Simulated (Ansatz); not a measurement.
From input file to script: C₅H₉Si, SMILES [CH2]CCC#C[SiH3] in Ansatz 0.2.0.

```yaml
crystal:
  periodic: [false, false, false]
  atoms:
    - { symbol: C, position_ang: [-3.15, -0.3031, 0.1144] }
    - { symbol: C, position_ang: [-1.692, -0.2497, -0.3211] }
    - { symbol: C, position_ang: [-0.7855, 0.0458, 0.8736] }
    - { symbol: C, position_ang: [0.6194, 0.0794, 0.453] }
    - { symbol: C, position_ang: [1.7736, 0.107, 0.107] }
    - { symbol: Si, position_ang: [3.5112, 0.1483, -0.4156] }
    - { symbol: H, position_ang: [-3.4766, 0.6861, 0.5004] }
    - { symbol: H, position_ang: [-3.7924, -0.5878, -0.7454] }
    - { symbol: H, position_ang: [-1.5718, 0.5394, -1.0958] }
    - { symbol: H, position_ang: [-1.4175, -1.2313, -0.7658] }
    - { symbol: H, position_ang: [-1.048, 1.03, 1.3172] }
    - { symbol: H, position_ang: [-0.908, -0.7421, 1.6474] }
    - { symbol: H, position_ang: [4.1631, -1.1168, -0.0458] }
    - { symbol: H, position_ang: [3.5789, 0.3281, -1.8734] }
    - { symbol: H, position_ang: [4.1955, 1.2667, 0.2499] }
basis:
  gaussian: { orbitals: "6-31G*" }
magnetization:
  spin_polarized: true
  initial_magnetization: 1.0
correlation:
  method: mp2
```

The program run on that file:
```console
$ ansatz run input.yaml --threads 1 --pin off --max-ram 4096MiB --backend cpu --events-out ev --progress --plain --runs-dir out
Engine: ansatz 0.2.0, x86_64-unknown-linux-gnu
Functional definition: HF
  exchange = exact_x
  correlation = 0
1177 factors; integrals over basis functions are off by at most 8.1e-4 eV
mean field evaluation 1: about -13150.1422 eV, gradient 2.1e1 eV
mean field evaluation 2: about -13150.2348 eV, gradient 2.1e1 eV
mean field evaluation 4: about -13153.5360 eV, gradient 3.4e0 eV
mean field evaluation 8: about -13153.6261 eV, gradient 1.9e-1 eV
mean field evaluation 16: about -13153.3641 eV, gradient 1.6e0 eV
mean field -13153.62691994 eV, -483.3868734593 hartree, gradient 1.5e-6 eV, S^2 0.758549; 2 other end points of the search recorded, 0 dependent functions left out
10 core orbitals not correlated: weight in the atoms' cores, before any rotation towards them, 1.000 or more for the frozen orbitals, at most 0.000 for the correlated occupied ones
reference -13153.62691994 eV, -483.3868734593 hartree; 17, 16 occupied and 85, 86 virtual orbitals, 1177 factors
second order -18.72481124 eV of doubles, -0.00000000 eV of singles
Total energy: -13172.35173118 eV, -484.0749975804 hartree
```

The script, `energy_c5h9si.py`:
```python
"""Electronic structure of the C5H9Si molecule."""

import json

import ansatz

BASIS = "6-31G*"
METHOD = "MP2"

geometry_ang = [
    ("C", (-3.15, -0.3031, 0.1144)),
    ("C", (-1.692, -0.2497, -0.3211)),
    ("C", (-0.7855, 0.0458, 0.8736)),
    ("C", (0.6194, 0.0794, 0.453)),
    ("C", (1.7736, 0.107, 0.107)),
    ("Si", (3.5112, 0.1483, -0.4156)),
    ("H", (-3.4766, 0.6861, 0.5004)),
    ("H", (-3.7924, -0.5878, -0.7454)),
    ("H", (-1.5718, 0.5394, -1.0958)),
    ("H", (-1.4175, -1.2313, -0.7658)),
    ("H", (-1.048, 1.03, 1.3172)),
    ("H", (-0.908, -0.7421, 1.6474)),
    ("H", (4.1631, -1.1168, -0.0458)),
    ("H", (3.5789, 0.3281, -1.8734)),
    ("H", (4.1955, 1.2667, 0.2499)),
]
system = ansatz.Crystal.molecule()
for symbol, xyz in geometry_ang:
    system = system.atom(symbol, xyz)

model = (
    system.calculation()
    .basis(gaussian=BASIS)
    .correlation(METHOD)
    .spin("collinear", total=1)
)
res = model.run(threads=1, backend="cpu")
report = res.report

print("reference energy %16.6f eV" % report["reference_energy_ev"])
print("total energy     %16.6f eV" % report["free_energy_ev"])
print("occupied (up, down):", report["n_occupied"], " virtual:", report["n_virtual"], " frozen:", report["n_frozen"])

print("correlation energy", round(report["free_energy_ev"] - report["reference_energy_ev"], 5), "eV")
cluster = report["correlation"].get("coupled_cluster")
if cluster:
    print("cycles", cluster["cycles"], " T1 diagnostic", round(cluster["t1_diagnostic"], 4), " largest double", round(cluster["largest_double"], 4))

field = report["mean_field"]
print("<S^2> =", round(abs(field["state"]["spin_squared"]), 4), " relativity:", field["relativity"])
print("passes:", field["passes"])
if "symmetry" in field:
    print("occupied orbitals by irrep:", field["symmetry"]["occupied"])
with open("c5h9si.json", "w") as handle:
    json.dump({k: report[k] for k in ("free_energy_ev", "reference_energy_ev", "n_occupied", "n_virtual")}, handle, indent=1)
```

```console
$ python energy_c5h9si.py
reference energy    -13153.626920 eV
total energy        -13172.351731 eV
occupied (up, down): [17, 16]  virtual: [85, 86]  frozen: 10
correlation energy -18.72481 eV
<S^2> = 0.7585  relativity: none
passes: {'evaluations': 22, 'products': 98}
occupied orbitals by irrep: [{'A': 27}, {'A': 26}]
```

Caveats:
- Total energies depend on the basis set; only differences at equal settings carry meaning.
- The geometry is a force-field or estimated start, not a minimum of this method, and the basis set is short of its limit.
- The species is open-shell (spin multiplicity 2).
- Inner cores stay frozen, so this is valence correlation.
- S² is that of the Hartree-Fock reference.
- The whole script took 6.9 s on 1 thread of Intel(R) Xeon(R) Platinum 8375C CPU @ 2.90GHz (Ice Lake) (shared host), peak memory 0.34 GiB.

(Lines on the test bed's own set-up are left out of the output.)
